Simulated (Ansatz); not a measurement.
# CsPbCl3: the cost of one run

Program: Ansatz 0.2.0. Level of theory: reference: DFT PBEsol, plane waves, PAW, scalar-relativistic, collinear spin. These are calculated values, not measurements.

## (1) Starting point

It takes space group Pm-3m (No. 221, cubic). The conventional cell has a = 5.616 Å, b = 5.616 Å, c = 5.616 Å, α = 90.00°, β = 90.00°, γ = 90.00°. Around Cl (site symmetry 4/mmm) lie 2 Pb at 2.81 Å and 4 Cs at 3.97 Å. Cs (site symmetry m-3m) is surrounded by 12 Cl at 3.97 Å. Around Pb (site symmetry m-3m) lie 6 Cl at 2.81 Å.

Coordinates:

```xyz
5
Lattice="5.6159 0.0000 0.0000 0.0000 5.6159 0.0000 0.0000 0.0000 5.6159" Properties=species:S:1:pos:R:3 pbc="T T T"
Cl    0.0000    2.8079    2.8079
Cl    2.8079    0.0000    2.8079
Cl    2.8079    2.8079    0.0000
Cs    0.0000    0.0000    0.0000
Pb    2.8079    2.8079    2.8079
```

## (2) Reference

Contents of input.yaml:

```yaml
crystal:
  lattice:
    - [5.61587131, 0.0, 0.0]
    - [0.0, 5.61587131, 0.0]
    - [0.0, 0.0, 5.61587131]
  atoms:
    - { symbol: Cl, position: [0.0, 0.5, 0.5] }
    - { symbol: Cl, position: [0.5, 0.0, 0.5] }
    - { symbol: Cl, position: [0.5, 0.5, 0.0] }
    - { symbol: Cs, position: [0.0, 0.0, 0.0] }
    - { symbol: Pb, position: [0.5, 0.5, 0.5] }
kpoints:
  mp_grid: { grid: [3, 3, 3], shift: [0, 0, 0] }
magnetization:
  spin_polarized: true
scf:
  occupations: { method: fermi_dirac }
hamiltonian:
  pseudopotentials: { kind: paw }
  xc: pbesol
basis:
  ecutwfc: 420
output:
  forces: true
  stress: true
  eigenvalues: true
```

Started as:

```
$ ansatz run input.yaml --threads 1 --pin off --max-ram 2560MiB --backend cpu --events-out ev --progress --plain --runs-dir out
```

**Question.** How long does this run take on 1 thread of AMD EPYC 9R45 (Zen 5), shared host, and how much memory does it need?

About 1.3 s, with a peak of 0.48 GiB.
